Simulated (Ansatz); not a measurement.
# BiS (Pm-3m) in Ansatz: reference runs

Aim: a first look at BiS with PBE, on the cell as given.

Program: Ansatz 0.2.0. These are calculated values, not measurements. Logs are shortened: lines on timing, memory, paths and dates and some standing lists are left out, and cuts for length are marked.

### 1 The cell of the first run

Symmetry: Pm-3m, No. 221, cubic system. Conventional cell: a = 4.003 Å, b = 4.003 Å, c = 4.003 Å, α = 90.00°, β = 90.00°, γ = 90.00°. Bi (site symmetry m-3m) is surrounded by 8 S at 3.47 Å. Around S (site symmetry m-3m) lie 8 Bi at 3.47 Å.

The cell was built by a generator and needn't be a form met in nature.

### 2 Single point, PBE (as made, not relaxed: species swapped into the ZrIr type (Pm-3m, No. 221))

input.yaml

```yaml
crystal:
  lattice:
    - [4.00294434, 0.0, 0.0]
    - [0.0, 4.00294434, 0.0]
    - [0.0, 0.0, 4.00294434]
  atoms:
    - { symbol: Bi, position: [0.5, 0.5, 0.5] }
    - { symbol: S, position: [0.0, 0.0, 0.0] }
hamiltonian:
  xc: pbe
  pseudopotentials: { kind: paw }
kpoints:
  mp_grid: { grid: [7, 7, 7] }
scf:
  occupations: { method: fermi_dirac, width: 0.05 }
output:
  forces: true
  stress: true
  eigenvalues: true
  write_density: true
  write_potential: true
  elf: true
  volumetric_format: npy
```

Potentials or basis: Ansatz PAW.

Run with:

```sh
ansatz run input.yaml --threads 2 --pin off --max-ram 5632MiB --backend cpu --events-out ev --progress --plain --runs-dir out
```

Output:

```text
Warning: RAYON_NUM_THREADS=2 ignored (pool sized by the plan → 2); use --threads N
Engine: ansatz 0.2.0, x86_64-unknown-linux-gnu
Pseudopotentials: kind: paw
Pseudopotential: Bi, paw, valence charge 15, recommended cutoff 420 eV (normal), Bi.paw.azcp
Pseudopotential: S, paw, valence charge 6, recommended cutoff 420 eV (normal), S.paw.azcp
Functional definition: PBE
  parameter kappa = 0.804
  parameter beta = 0.06672455060314922
  exchange = pbe_x(kappa = kappa, mu = beta*pi^2/3)
  correlation = pbe_c(beta = beta)
Crystal: 2 atoms, lattice volume = 64.141 Å³
Basis set: ecut = 420 eV, 1237 PW (Γ), exchange–correlation on 54×54×54 points (8 copies of the dense FFT grid, shifted against one another)
Bands: 15, of which v1, the nominal top of the filled ones, is band 11 counted from 1 (10 counted from 0)
Symmetry: 48 space group operations
Space group: Pm-3m (ITA 221), of the structure as read, at distance tolerance 4.0e-5 Å
k-points: 20 of 343
Non-local potential: Bi, projectors of the file, l = 0: 2, l = 1: 2, l = 2: 2, l = 3: 2
Non-local potential: S, projectors of the file, l = 0: 2, l = 1: 2, l = 2: 2
PAW form: soft (Blöchl's): semilocal exchange-correlation on the pseudo side does not see the compensation charge
PAW one-centre angular grid: Bi, 590 points (default); XC on 64 Gauss nodes
PAW one-centre angular grid: S, 110 points (default); XC on 64 Gauss nodes
Initial density: superposition of atomic densities (neutral atoms: chi_scale 0, normalization atom), corrected by the library's trained network
Initial wavefunctions: pseudopotential atomic-orbital guess
Functional: x = pbe(κ = 0.804, μ = 0.2195149727645171), c = pbe(β = 0.06672455060314922)
SCF iter   1: F=—  HF=-13297.724437 eV  |F-HF|=—  |Δ(HF+E_count)|=         —  Δρ=1.06e-3  dr2=1.43e-3  ethr=1.77e-3  ⟨swp⟩=6.1  Hψ=1690  notcnv=0
preconditioner: auto → Resta (q_TF=auto, 2.265 Å⁻¹)  ε∞=3.7  [insulator: Δε(μ)=0.125 eV  Ē_g=9.360 eV  σ=0.050 eV  W_gap=0.50  n_scr=18 (ndim 8)  ℏωp=15.4 eV  f_vac=0.000  D(μ)=1.15/eV (n_scr^D=6)  ε∞_Penn≈3.7]
SCF iter   2: F=—  HF=-13297.723849 eV  |F-HF|=—  |Δ(HF+E_count)|=   5.89e-4  Δρ=4.97e-4  dr2=2.07e-4  ethr=6.79e-6  ⟨swp⟩=2.2  Hψ=700  notcnv=0
preconditioner: auto → Kerker (q_TF=auto, 2.265 Å⁻¹)  [metal: Δε(μ)=0.124 eV  Ē_g=9.357 eV  σ=0.050 eV  W_gap=0.50  n_scr=18 (ndim 8)  ℏωp=15.4 eV  f_vac=0.000  D(μ)=1.15/eV (n_scr^D=6)]
SCF iter   3: F=—  HF=-13297.723976 eV  |F-HF|=—  |Δ(HF+E_count)|=   1.28e-4  Δρ=2.28e-4  dr2=5.17e-5  ethr=9.87e-7  ⟨swp⟩=2.5  Hψ=461  notcnv=0
SCF iter   4: F=—  HF=-13297.724078 eV  |F-HF|=—  |Δ(HF+E_count)|=   1.02e-4  Δρ=7.07e-5  dr2=3.69e-6  ethr=2.46e-7  ⟨swp⟩=2.1  Hψ=375  notcnv=0
iter 5 did not close the SCF: its close was put off for the readings that it lacked (scf_convergence_deferred on its scf_iter line)
SCF iter   5: F=-13297.724079 eV  HF=-13297.724079 eV  |F-HF|=5.09e-8  |Δ(HF+E_count)|=   9.80e-7  Δρ=1.06e-5  dr2=5.37e-8  ethr=1.76e-8  ⟨swp⟩=2.5  Hψ=476  notcnv=0
SCF iter   6: F=-13297.724079 eV  HF=-13297.724079 eV  |F-HF|=4.83e-9  |Δ(HF+E_count)|=   7.51e-8  Δρ=3.15e-6  dr2=7.64e-9  ethr=2.56e-10  ⟨swp⟩=8.0  Hψ=2129  notcnv=0
SCF 1 converged in 6 iterations: F = -13297.724079 eV  dr2 = 7.64e-9
SCF converged after 6 iterations
Free energy (F): -13297.724079 eV
Harris-Foulkes:  -13297.724079 eV  (|F-HF|=4.83e-9)
Internal energy: -13297.713236 eV  (E = F + TS)
E sigma→0 (E₀):  -13297.718657 eV
Entropy (-TS):   -0.010843 eV (-5.422 meV/atom)
Fermi energy:    6.732296 eV
--- Per-component energies (eV) ---
  E_band       = -157.173430
  E_kinetic    = 398.718585
  E_local      = -1746.030964  (includes V_loc(G=0)·N_el)
  E_nonlocal   = 589.698386
  E_hartree    = 558.720130
  E_xc         = -244.247009
  E_vxc        = -225.913953  (∫ρ·V_xc dr)
  E_paw        = -11262.993064  (= ΣΔE_a)
  E_vpaw       = -291.086847  (= ΣTr[D̂ρ^β])
  E_aug_tail   = -0.000441  (compensation charges beyond the density's cutoff)
  E_ewald      = -1591.578859
  E_smearing   = -0.010843  (= −TS)
  E_closure    = 0.000000  (closes the sum)
  Σ components = -13297.724079   (vs F -13297.724079, Δ=0.00e0)
--- Forces (eV/Å), atoms counted from 1 ---
  atom   1  Bi     0.00000000    -0.00000000    -0.00000000
  atom   2  S     -0.00000000    -0.00000000    -0.00000000
  max |Σ_I F_I| component: 1.13e-28 eV/Å
--- Stress (GPa, compression-positive) ---
      -10.932502      -0.000000       0.000000
        0.000000     -10.932502       0.000000
        0.000000       0.000000     -10.932502
  P = ⅓ Tr σ = -10.9325 GPa (-109.325 kbar)
--- Band table (eV; the first three rows and the last of 20) ---
  k-point 0: bands = ["-17.0139", "-17.0139", "-16.9693", "-16.9693", "-16.9693", "-6.3380", "-3.2892", "4.5539", "4.5539", "4.5539", "9.2452", "9.2452", "9.2452", "11.2278", "11.2278"]
  k-point 1: bands = ["-17.0137", "-17.0080", "-16.9709", "-16.9709", "-16.9692", "-6.2090", "-3.4228", "4.4040", "4.6808", "4.6808", "8.2472", "9.0184", "9.0184", "11.3957", "12.1442"]
  k-point 2: bands = ["-17.0133", "-16.9948", "-16.9744", "-16.9744", "-16.9689", "-5.8446", "-3.8116", "4.2756", "5.0195", "5.0195", "6.7078", "8.4517", "8.4517", "11.8980", "13.9574"]
  k-point 19: bands = ["-16.9855", "-16.9854", "-16.9854", "-16.9677", "-16.9677", "-4.7971", "-3.5068", "3.6400", "3.9651", "3.9651", "5.3608", "5.3608", "5.9626", "15.8067", "16.3440"]
```

It took 0.42 s on 2 threads of AMD EPYC 9R45 (Zen 5), shared host; peak memory 0.36 GiB.

What came out:

```
Free energy            : -13297.7241 eV
Pressure               : -10.9 GPa
Band gap on the k mesh : none (metal or under the smearing width)
```

Caveat: spin-orbit coupling is left out, which moves the levels of the heavy elements.
